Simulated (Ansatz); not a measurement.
**C₃H₆BFO₂: one species, many methods**

The task here is to estimate one member of a computed series from the others.

Method: functionals in def2-TZVPP, the program's frozen cores in correlated methods; program: Ansatz 0.2.0, Gaussian basis.

Plan: PBE-D4, r2SCAN-D4, PBE0-D4, B3LYP-D4, ωB97X-V, ωB97M-V, B2PLYP; CCSD(T)/def2-TZVPP; MP2/def2-QZVPP; extrapolation to the limit.

## The relaxed structure

The geometry comes from an earlier relaxation with PBE0-D4 in a triple-zeta def2 set; it is a stationary point, not always the lowest conformer.

13 atoms, charge 0, spin multiplicity 1.

Atoms are counted from 1 here; the program's logs count them from 0.

Bond lengths: C1–B2 1.553 Å, C1–H8 1.091 Å, C1–H9 1.095 Å, C1–H10 1.091 Å, B2–F3 1.327 Å, B2–O4 1.380 Å, O4–C5 1.361 Å, C5–C6 1.494 Å, C5–O7 1.195 Å, C6–H11 1.092 Å, C6–H12 1.092 Å, C6–H13 1.087 Å. Angles: B2–C1–H8 111.1°, B2–C1–H9 108.8°, B2–C1–H10 112.9°, H8–C1–H9 108.0°, H8–C1–H10 110.1°, H9–C1–H10 105.7°, C1–B2–F3 120.6°, C1–B2–O4 126.9°, F3–B2–O4 112.5°, B2–O4–C5 125.2°, O4–C5–C6 111.0°, O4–C5–O7 123.2°, C6–C5–O7 125.8°, C5–C6–H11 109.5°, C5–C6–H12 109.7°, C5–C6–H13 110.0°, H11–C6–H12 107.0°, H11–C6–H13 110.3° and more.

The first run:

File in.yaml:

```yaml
crystal:
  periodic: [false, false, false]
  atoms:
    - {symbol: C, position_ang: [1.144220, -0.931010, -1.586931]}
    - {symbol: B, position_ang: [1.266515, -0.751396, -0.048925]}
    - {symbol: F, position_ang: [2.277782, -1.295468, 0.616786]}
    - {symbol: O, position_ang: [0.388606, -0.082109, 0.779656]}
    - {symbol: C, position_ang: [-0.595734, 0.760680, 0.363651]}
    - {symbol: C, position_ang: [-1.632466, 0.936983, 1.424254]}
    - {symbol: O, position_ang: [-0.588935, 1.298804, -0.702957]}
    - {symbol: H, position_ang: [1.705890, -1.802198, -1.927359]}
    - {symbol: H, position_ang: [1.560847, -0.046534, -2.080179]}
    - {symbol: H, position_ang: [0.109576, -0.997492, -1.925158]}
    - {symbol: H, position_ang: [-1.160624, 1.306796, 2.336764]}
    - {symbol: H, position_ang: [-2.080102, -0.029523, 1.665246]}
    - {symbol: H, position_ang: [-2.395574, 1.632467, 1.085132]}
basis:
  gaussian: {orbitals: def2-TZVPP}
hamiltonian: {xc: pbe, dispersion: d4}
output: {forces: true, orbitals: {seedname: orbitals}}
```

On the command line:

```console
ansatz run in.yaml --threads 2 --pin off --events-out ev --progress --plain --max-ram 22528MiB --backend cuda --devices 0, --max-vram 18GiB
```

Among the steps run: PBE-D4 (GGA); r2SCAN-D4 (meta-GGA); PBE0-D4 (hybrid); B3LYP-D4 (hybrid); ωB97X-V (range-separated); ωB97M-V (range-separated); B2PLYP (double hybrid); CCSD(T) in def2-TZVPP; MP2 in def2-QZVPP.

One table of the session follows, with a row left open; its other results are not shown here.

It belongs to the step «Atomisation energies». 

| method | atomisation energy (kJ/mol) |
| --- | --- |
| PBE-D4 | 5897.5 |
| r2SCAN-D4 | 5769.8 |
| PBE0-D4 | 5760.3 |
| B3LYP-D4 | 5726.5 |
| ωB97X-V | 5734.9 |
| ωB97M-V | 5752.1 |
| B2PLYP | 5684.9 |
| HF/def2-TZVPP | 4224.4 |
| MP2/def2-TZVPP | 5740.1 |
| CCSD/def2-TZVPP | ? |
| CCSD(T)/def2-TZVPP | 5580.5 |
| MP2/CBS | 5874.6 |
| CCSD(T)/CBS | 5715.0 |

Q: Estimate the row for CCSD/def2-TZVPP from the others.

As computed: atomisation energy (kJ/mol): 5488.2. In the column «atomisation energy (kJ/mol)» it lies between HF/def2-TZVPP (4224.4) and CCSD(T)/def2-TZVPP (5580.5).
